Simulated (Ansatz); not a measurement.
# YAlC4N4: the cost of one run

Method: DFT PBE, scalar-relativistic, plane waves, PAW, in Ansatz 0.2.0.

1 further run of the same task is left out (it didn't finish).

## Step 1: The structure to begin with

The structure is cubic, space group P-43m (No. 215). Conventional cell: a = 6.049 Å, b = 6.049 Å, c = 6.049 Å, α = 90.00°, β = 90.00°, γ = 90.00°. Y (site symmetry -43m) has 4 C at 2.11 Å in its first shell of neighbours. Al (site symmetry -43m) is surrounded by 4 N at 1.96 Å. Around C (site symmetry 3m) lie 1 N at 1.17 Å. Around N (site symmetry 3m) lie 1 C at 1.17 Å and 1 Al at 1.96 Å.

Structure file:

```
Y Al C N
1.0
     6.04890    0.00000    0.00000
     0.00000    6.04890    0.00000
     0.00000    0.00000    6.04890
Y Al C N
1 1 4 4
Direct
  0.00000 0.00000 0.00000
  0.50000 0.50000 0.50000
  0.20101 0.20101 0.20101
  0.20101 0.79899 0.79899
  0.79899 0.20101 0.79899
  0.79899 0.79899 0.20101
  0.31268 0.31268 0.31268
  0.31268 0.68732 0.68732
  0.68732 0.31268 0.68732
  0.68732 0.68732 0.31268
```

A structure generator made this guess: two interpenetrating cyanide-bridged diamond nets (P-43m, No. 215). The dimensions are guesses.

## Step 2: A first look at the guess

The input, input.yaml:

```yaml
crystal:
  lattice:
    - [6.04889877, 0.0, 0.0]
    - [0.0, 6.04889877, 0.0]
    - [0.0, 0.0, 6.04889877]
  atoms:
    - { symbol: "Y", position: [0.0, 0.0, 0.0] }
    - { symbol: Al, position: [0.5, 0.5, 0.5] }
    - { symbol: C, position: [0.20101174, 0.20101174, 0.20101174] }
    - { symbol: C, position: [0.20101174, 0.79898826, 0.79898826] }
    - { symbol: C, position: [0.79898826, 0.20101174, 0.79898826] }
    - { symbol: C, position: [0.79898826, 0.79898826, 0.20101174] }
    - { symbol: "N", position: [0.31268493, 0.31268493, 0.31268493] }
    - { symbol: "N", position: [0.31268493, 0.68731507, 0.68731507] }
    - { symbol: "N", position: [0.68731507, 0.31268493, 0.68731507] }
    - { symbol: "N", position: [0.68731507, 0.68731507, 0.31268493] }
basis:
  ecutwfc: 420
kpoints:
  mp_grid: { grid: [4, 4, 4] }
hamiltonian:
  xc: pbe
scf:
  occupations: { method: gaussian, width: 0.1 }
  lower_state_search: "off"
output:
  forces: true
  stress: true
  eigenvalues: true
```

Started as:

```console
$ ansatz run input.yaml --threads 1 --pin off --max-ram 2560MiB --backend cpu --events-out ev --progress --plain --runs-dir out
```

**Question.** How long does this run take on 1 thread of AMD EPYC 9R45 (Zen 5), shared host, and how much memory does it need?

About 2.7 s, with a peak of 0.45 GiB.
